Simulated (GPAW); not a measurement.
A run of GPAW 26.7.0 is set up as follows.

run.py

```python
from ase import Atoms
from ase.eos import EquationOfState
from ase.io import Trajectory
from ase.units import GPa
from gpaw import GPAW, PW

atoms = Atoms(['Zr', 'Zr', 'Zr', 'S', 'S'],
              cell=[[2.9025379727, 1.6757810799, 3.4877732718],
                    [-2.9025379727, 1.6757810799, 3.4877732718],
                    [0.0, -3.3515621597, 3.4877732718]],
              scaled_positions=[[0.838727, 0.5, 0.161273],
                                [0.5, 0.161273, 0.838727],
                                [0.161273, 0.838727, 0.5],
                                [0.665023, 0.665023, 0.665023],
                                [0.334977, 0.334977, 0.334977]],
              pbc=True)

traj = Trajectory('eos.traj', 'w')
volumes, energies = [], []
for x in [0.94, 0.96, 0.98, 1.0, 1.02, 1.04, 1.06]:
    a = atoms.copy()
    a.set_cell(atoms.cell * x**(1 / 3), scale_atoms=True)
    calc = GPAW(mode=PW(600),
                xc='LDA',
                kpts={'size': (4, 4, 4), 'gamma': True},
                occupations={'name': 'fermi-dirac', 'width': 0.05},
                nbands=44,
                convergence={'density': 1e-05, 'energy': 1e-05},
                maxiter=150,
                txt=f'eos-{x:.2f}.txt')
    a.calc = calc
    energies.append(a.get_potential_energy(force_consistent=True))
    volumes.append(a.get_volume())
    p = -a.get_stress()[:3].mean() / GPa
    calc.write(f'eos-{x:.2f}.gpw')
    traj.write(a)
    print(f'{x:.2f} {volumes[-1]:10.4f} A^3 {energies[-1]:14.6f} eV {p:9.3f} GPa', flush=True)

v0, e0, B = EquationOfState(volumes, energies, eos='birchmurnaghan').fit()
print(f'V0 = {v0:.4f} A^3, E0 = {e0:.6f} eV, B0 = {B / GPa:.2f} GPa')
```

Potentials or basis: the program's PAW data sets (release 1.2.1) made for this functional, pw.

The run is started by

```sh
$ OMP_NUM_THREADS=1 python run.py
```

(1) Predict the bulk modulus at fixed shape and positions.

(2) What does it give for the equilibrium volume?

Answers

(1) 139 GPa (rough).

(2) 19.05 Å³/atom (rough: see the caveat).

Caveat: the minimum lies outside the volumes run; the cell was scaled at fixed shape and fractional positions, which overstates the stiffness of a crystal with free parameters, most of all of layers and chains.
